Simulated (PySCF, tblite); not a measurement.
**C4H13FN2Si2: geometry, infrared bands and NMR shifts**

What infrared bands and NMR shifts should C4H13FN2Si2 (`N[Si@@H]([SiH3])N1CC[C@@H](F)C1`) show?

Programs: tblite 0.8.0 and PySCF 2.14.0, with density-fitted response routines of our own. Each step states its level of theory. These are calculated values for one molecule in the gas phase, unless marked as measured. Atoms count from 0, in the outputs and in this text.

### Step 1. The molecule as given

22 atoms, charge 0, multiplicity 1; geometry from: force field or distance geometry start.

Bonds of the start (Å): N0–Si1 1.70, Si1–Si2 2.32, Si1–N3 1.71, N3–C4 1.46, C4–C5 1.51, C5–C6 1.51, C6–F7 1.37, C6–C8 1.52, C8–N3 1.50, N0–H9 1.02, N0–H10 1.01, Si1–H11 1.46, Si2–H12 1.49, Si2–H13 1.50, Si2–H14 1.48, C4–H15 1.09, C4–H16 1.10, C5–H17 1.10, C5–H18 1.10, C6–H19 1.10, C8–H20 1.11, C8–H21 1.09.

### Step 2. Optimising the geometry with GFN2-xTB

Job settings and geometry (Å):

```
{"job": {"kind": "relax", "xc": "GFN2-xTB", "basis": "xTB"}, "charge": 0, "multiplicity": 1}
N     -2.006400    -1.742500    -0.341900
Si    -1.583500    -0.107000    -0.540700
Si    -2.628800     1.410700     0.865100
N      0.109600    -0.239100    -0.358400
C      1.073800     0.632500    -1.017200
C      2.421000     0.028300    -0.693800
C      2.259400    -0.351100     0.754700
F      2.538400     0.743600     1.530800
C      0.782400    -0.700100     0.895900
H     -2.892800    -1.914700    -0.826000
H     -1.313600    -2.288800    -0.830800
H     -1.840400     0.182200    -1.952600
H     -2.172600     2.800000     0.584300
H     -4.108200     1.377300     0.644700
H     -2.368500     1.127400     2.298500
H      0.924200     0.663200    -2.097900
H      1.007600     1.662500    -0.633900
H      2.603400    -0.867000    -1.305400
H      3.239700     0.745500    -0.839900
H      2.929000    -1.162400     1.075600
H      0.360600    -0.202200     1.789400
H      0.655100    -1.778900     0.998800
```

Launch:

```
$ OMP_NUM_THREADS=1 python probes_run.py task.json out
```

One launch serves the whole session: the jobs run in the order shown.

**Question.** This job is followed by: GFN2-xTB harmonic vibrations, gas phase; GIAO PBE0/pcSseg-1 NMR shielding, non-relativistic, gas phase. Predict these results of the whole session: strongest single infrared mode (GFN2-xTB); zero-point energy (GFN2-xTB); 13C shifts against TMS (PBE0/pcSseg-1); 1H shifts against TMS (PBE0/pcSseg-1, means over atoms taken as alike); 15N shifts against NH3 (PBE0/pcSseg-1); 29Si shifts against TMS (PBE0/pcSseg-1); 19F shifts against CFCl3 (PBE0/pcSseg-1).

As calculated:

```
                                                              quantity                                                           value
                             strongest single infrared mode (GFN2-xTB)                                            793 cm⁻¹, 600 km/mol
                                          zero-point energy (GFN2-xTB)                                                  104.5 kcal/mol
                                13C shifts against TMS (PBE0/pcSseg-1)                                      97.1, 57.5, 48.7, 39.8 ppm
1H shifts against TMS (PBE0/pcSseg-1, means over atoms taken as alike)  5.63, 5.39, 4.17, 3.27, 3.16, 3.00, 2.96, 2.03, 1.94, 0.14 ppm
                                15N shifts against NH3 (PBE0/pcSseg-1)                                                  49.1, 18.2 ppm
                               29Si shifts against TMS (PBE0/pcSseg-1)                                               -23.6, -134.3 ppm
                              19F shifts against CFCl3 (PBE0/pcSseg-1)                                                      -197.9 ppm
```

In words: Over 111 steps the energy fell by 0.383 eV; of the close pairs, N3–C8 changed most, 1.496 to 1.442 Å. No mode is imaginary among the 60: a minimum at this level. The strongest single mode, at 793 cm⁻¹, moves mainly H14, H12 and H13. GFN2-xTB is a fitted tight-binding method: band positions and strengths are rough. Its intensities can rank the bands wrongly. C6 (sp3 CH bonded to F) lies farthest downfield among carbon, at 97.1 ppm; deshielded by the electronegative neighbour. At PBE0/pcSseg-1: The largest span, 112 ppm, is at N3, where the paramagnetic term is -111 ppm.
